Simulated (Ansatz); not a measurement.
# CH5ClO2Si: one species, many methods

The task here is to estimate one member of a computed series from the others.

Program: Ansatz 0.2.0, Gaussian basis. Level of theory: functionals in def2-TZVPP, the program's frozen cores in correlated methods. These are calculated values, not measurements.

Plan: PBE-D4, r2SCAN-D4, PBE0-D4, B3LYP-D4, ωB97X-V, ωB97M-V, B2PLYP; CCSD(T)/def2-TZVPP; MP2/def2-QZVPP; extrapolation to the limit.

### The geometry

All runs share one geometry, relaxed beforehand with PBE0-D4 in a triple-zeta def2 set.

SMILES `O[SiH](O)CCl`, 10 atoms, charge 0, spin multiplicity 1.

Atoms are counted from 1 here; the program's logs count them from 0.

Bond lengths: O1–Si2 1.639 Å, O1–H6 0.960 Å, Si2–O3 1.634 Å, Si2–C4 1.880 Å, Si2–H7 1.479 Å, O3–H8 0.958 Å, C4–Cl5 1.794 Å, C4–H9 1.091 Å, C4–H10 1.090 Å. Angles: Si2–O1–H6 116.4°, O1–Si2–O3 107.8°, O1–Si2–C4 108.7°, O1–Si2–H7 113.3°, O3–Si2–C4 111.5°, O3–Si2–H7 106.9°, C4–Si2–H7 108.7°, Si2–O3–H8 117.6°, Si2–C4–Cl5 107.4°, Si2–C4–H9 112.9°, Si2–C4–H10 113.0°, Cl5–C4–H9 107.3°, Cl5–C4–H10 107.4°, H9–C4–H10 108.7°.

Set-up of the first run:

Contents of in.yaml:

```yaml
crystal:
  periodic: [false, false, false]
  atoms:
    - {symbol: O, position_ang: [1.033733, -0.313781, 1.400977]}
    - {symbol: Si, position_ang: [0.688647, 0.111761, -0.144022]}
    - {symbol: O, position_ang: [1.302541, -1.038679, -1.128618]}
    - {symbol: C, position_ang: [-1.177033, 0.249367, -0.327194]}
    - {symbol: Cl, position_ang: [-1.751572, 1.416739, 0.908344]}
    - {symbol: H, position_ang: [0.532132, 0.129668, 2.088701]}
    - {symbol: H, position_ang: [1.300129, 1.396390, -0.548370]}
    - {symbol: H, position_ang: [1.327908, -1.938460, -0.799407]}
    - {symbol: H, position_ang: [-1.691738, -0.695077, -0.145189]}
    - {symbol: H, position_ang: [-1.481548, 0.630871, -1.302123]}
basis:
  gaussian: {orbitals: def2-TZVPP}
hamiltonian: {xc: pbe, dispersion: d4}
output: {forces: true, orbitals: {seedname: orbitals}}
```

Run with:

```sh
$ ansatz run in.yaml --threads 4 --pin off --events-out ev --progress --plain --max-ram 10444MiB
```

Among the steps run: PBE-D4 (GGA); r2SCAN-D4 (meta-GGA); PBE0-D4 (hybrid); B3LYP-D4 (hybrid); ωB97X-V (range-separated); ωB97M-V (range-separated); B2PLYP (double hybrid); CCSD(T) in def2-TZVPP; MP2 in def2-QZVPP.

One table of the session follows, with a row left open; its other results are not shown here.

```
            method  atomisation energy (kcal/mol)
            PBE-D4                          898.9
         r2SCAN-D4                          889.0
           PBE0-D4                          881.4
          B3LYP-D4                          881.8
           ωB97X-V                          889.3
           ωB97M-V                          891.1
            B2PLYP                          875.6
     HF/def2-TZVPP                              ?
    MP2/def2-TZVPP                          885.9
   CCSD/def2-TZVPP                          850.6
CCSD(T)/def2-TZVPP                          864.4
           MP2/CBS                          913.4
       CCSD(T)/CBS                          892.0
```

Estimate the missing values for HF/def2-TZVPP.

The run gave: atomisation energy (kcal/mol): 635.7. In the column «atomisation energy (kcal/mol)» it is the lowest.

Caveats from the session: Free atoms (2 O, 1 Si, 1 C, 1 Cl, 5 H) were run apart at each level; the atomisation energy is their sum less the molecule, without zero-point or spin-orbit terms.
